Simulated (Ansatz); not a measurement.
# BH₆NSn: basis-set convergence

The task here is to estimate one member of a computed series from the others.

Program: Ansatz 0.2.0, Gaussian basis. Level of theory: one geometry, several basis sets. These are calculated values, not measurements.

Levels to be run: PBE0-D4/def2-SVP; ωB97M-V/def2-SVP; PBE0-D4/def2-QZVPP; ωB97M-V/def2-QZVPP; the functionals' def2-TZVPP values are taken from earlier runs.

## Structure used throughout

An earlier PBE0-D4 in a triple-zeta def2 set relaxation fixed the geometry. Sn takes the def2 core potential; no spin-orbit term is included.

9 atoms, charge 0, spin multiplicity 1.

Atoms are counted from 1 here; the program's logs count them from 0.

Bond lengths: B1–Sn2 2.242 Å, B1–H4 1.194 Å, B1–H5 1.194 Å, Sn2–N3 2.040 Å, Sn2–H6 1.710 Å, Sn2–H7 1.725 Å, N3–H8 1.012 Å, N3–H9 1.012 Å. Angles: Sn2–B1–H4 120.9°, Sn2–B1–H5 120.7°, H4–B1–H5 118.4°, B1–Sn2–N3 108.5°, B1–Sn2–H6 114.5°, B1–Sn2–H7 110.5°, N3–Sn2–H6 104.3°, N3–Sn2–H7 112.0°, H6–Sn2–H7 106.9°, Sn2–N3–H8 112.9°, Sn2–N3–H9 113.3°, H8–N3–H9 107.1°.

Set-up of the first run:

Input file in.yaml:

```yaml
crystal:
  periodic: [false, false, false]
  atoms:
    - {symbol: B, position_ang: [-1.173105, 0.583400, -1.329898]}
    - {symbol: Sn, position_ang: [0.620339, 0.352507, -0.004934]}
    - {symbol: N, position_ang: [0.142444, -0.924142, 1.512760]}
    - {symbol: H, position_ang: [-2.092131, -0.175388, -1.254560]}
    - {symbol: H, position_ang: [-1.223724, 1.457388, -2.142030]}
    - {symbol: H, position_ang: [1.107162, 1.787512, 0.787993]}
    - {symbol: H, position_ang: [1.976704, -0.203720, -0.914729]}
    - {symbol: H, position_ang: [-0.181626, -1.824475, 1.181982]}
    - {symbol: H, position_ang: [0.912336, -1.099481, 2.146314]}
basis:
  gaussian: {orbitals: def2-SVP}
hamiltonian: {xc: pbe0, dispersion: d4}
output: {orbitals: {seedname: orbitals}}
```

Launch:

```bash
$ ansatz run in.yaml --threads 2 --pin off --events-out ev --progress --plain --max-ram 4352MiB
```

Steps of the session up to this table: PBE0-D4 in def2-SVP; ωB97M-V in def2-SVP; PBE0-D4 in def2-QZVPP; ωB97M-V in def2-QZVPP.

One table of the session follows, with a row left open; its other results are not shown here.

It belongs to the step «Density functionals: the series». 

| functional | basis | HOMO (eV) | LUMO (eV) |
| --- | --- | --- | --- |
| PBE0-D4 | def2-SVP | -6.75 | -2.45 |
| PBE0-D4 | def2-TZVPP | -7.01 | -2.55 |
| PBE0-D4 | def2-QZVPP | -7.05 | -2.56 |
| ωB97M-V | def2-SVP | -9.05 | -0.41 |
| ωB97M-V | def2-TZVPP | -9.33 | -0.60 |
| ωB97M-V | def2-QZVPP | ? | ? |

**Question.** Estimate the row for ωB97M-V, def2-QZVPP.

**Answer.** HOMO (eV): -9.37; LUMO (eV): -0.65. In the column «HOMO (eV)» it is the lowest.
